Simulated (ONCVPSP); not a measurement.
**Cl: generating and testing an ONCV potential**

Task: generate the file, and judge it by its errors in other configurations, its logarithmic derivatives, its ghosts and its cutoff.

The numbers are computed with ONCVPSP 4.0.1.1 (patched build) (PBE, scalar-relativistic, spin-unpolarised reference atom).

## Step 1: The atom and the settings

The settings as typed:

| Item | Value |
| --- | --- |
| element | chlorine (Cl, Z = 17) |
| type | optimised norm-conserving Vanderbilt (ONCV) |
| frozen core | [Ne] |
| valence charge | 7 |
| reference configuration | 3s2 3p5 |
| partial waves | 3s: rc 1.10 bohr, ncon 5, nbas 9, qcut 6.7 1/bohr, 3 projectors, debl 1.1 Ha; 3p: rc 1.15 bohr, ncon 4, nbas 7, qcut 5.7 1/bohr, 2 projectors, debl 0.9 Ha; d scattering state at 0.23 Ha: rc 1.10 bohr, ncon 4, nbas 8, qcut 7.8 1/bohr, 1 projector |
| local potential | polynomial inside 0.75 bohr (lpopt 1, dvloc0 0 Ha) |
| core correction | Teter function, parameters optimised by the program |

The outer shells as boxes (Hund's rule for the drawing; the calculation is spin-unpolarised):

```
[Ne] core
3s [↑↓]
3p [↑↓][↑↓][↑ ]
```

## Step 2: Generating the potential

Contents of Cl.dat:

```
# ATOM AND REFERENCE CONFIGURATION
# atsym  z   nc   nv     iexc    psfile
  Cl 17.00    3    2        4      upf
#
#   n    l    f
    1    0    2.00
    2    0    2.00
    2    1    6.00
    3    0    2.00
    3    1    5.00
#
# PSEUDOPOTENTIAL AND OPTIMIZATION
# lmax
    2
#
#   l,   rc,      ep,       ncon, nbas, qcut
    0    1.10    0.00    5    9    6.70
    1    1.15    0.00    4    7    5.70
    2    1.10    0.23    4    8    7.80
#
# LOCAL POTENTIAL
# lloc, lpopt,  rc(5),   dvloc0
    4    1    0.75    0.00
#
# VANDERBILT-KLEINMAN-BYLANDER PROJECTORs
# l, nproj, debl
    0    3    1.10
    1    2    0.90
    2    1    1.50
#
# MODEL CORE CHARGE
# icmod, fcfact, rcfact
    4    0.65    0.00
#
# LOG DERIVATIVE ANALYSIS
# epsh1, epsh2, depsh
   -2.00    5.00    0.02
#
# OUTPUT GRID
# rlmax, drl
    6.00    0.01
#
# TEST CONFIGURATIONS
# ncnf
    4
# nvcnf
#   n    l    f
    2
    3    0    2.00
    3    1    4.00
#
    2
    3    0    2.00
    3    1    3.00
#
    2
    3    0    2.00
    3    1    2.00
#
    2
    3    0    2.00
    3    1    4.50
#
```

Command:

```console
oncvpsp.x < Cl.dat > Cl.out
```

Q: Predict the outcome of this session. Wanted: cutoffs for 1 and 0.1 mHa per electron, occupied waves; bound ghosts; GHOST(+) flags; largest test error; largest phase difference near zero energy, channels read; rms error of d²Exc/dn², without and with the model core.

The runs gave:

| quantity | value |
| --- | --- |
| cutoffs for 1 and 0.1 mHa per electron, occupied waves | 145 Ha and 185 Ha |
| bound ghosts | s at -262.60 eV |
| GHOST(+) flags | s at 149 eV, p at 2582 eV (1 near or above the test basis's cutoff) |
| largest test error (AE − PS) | +45 meV, for 3s2 3p2 |
| largest phase difference near zero energy, channels read | 0.000 rad |
| rms error of d²Exc/dn², without and with the model core | 1.38 and 0.13 mHa |

What this shows: A bound ghost (s) makes it unfit for use: electrons can fall into a state that the atom doesn't have. Close by lies the frozen 2s level (-252.7 eV). The worst unpolarised test, 3s2 3p2, is off by 45 meV on 77.6 eV; by total energies transferability rates as fair. That test lies far up in energy; among those under 40 eV, nearer to bonding, the largest error is 10 meV. It counts as very hard, with 145 Ha needed at the looser tolerance. At the looser tolerance the 3s wave is the slowest; 3p needs 9 Ha. Near zero energy the phases of the channels with partial waves agree within 0.001 rad. The program also flags highly localised states, GHOST(+) (s, p). These are tests on the free atom; a crystal test is still owed.
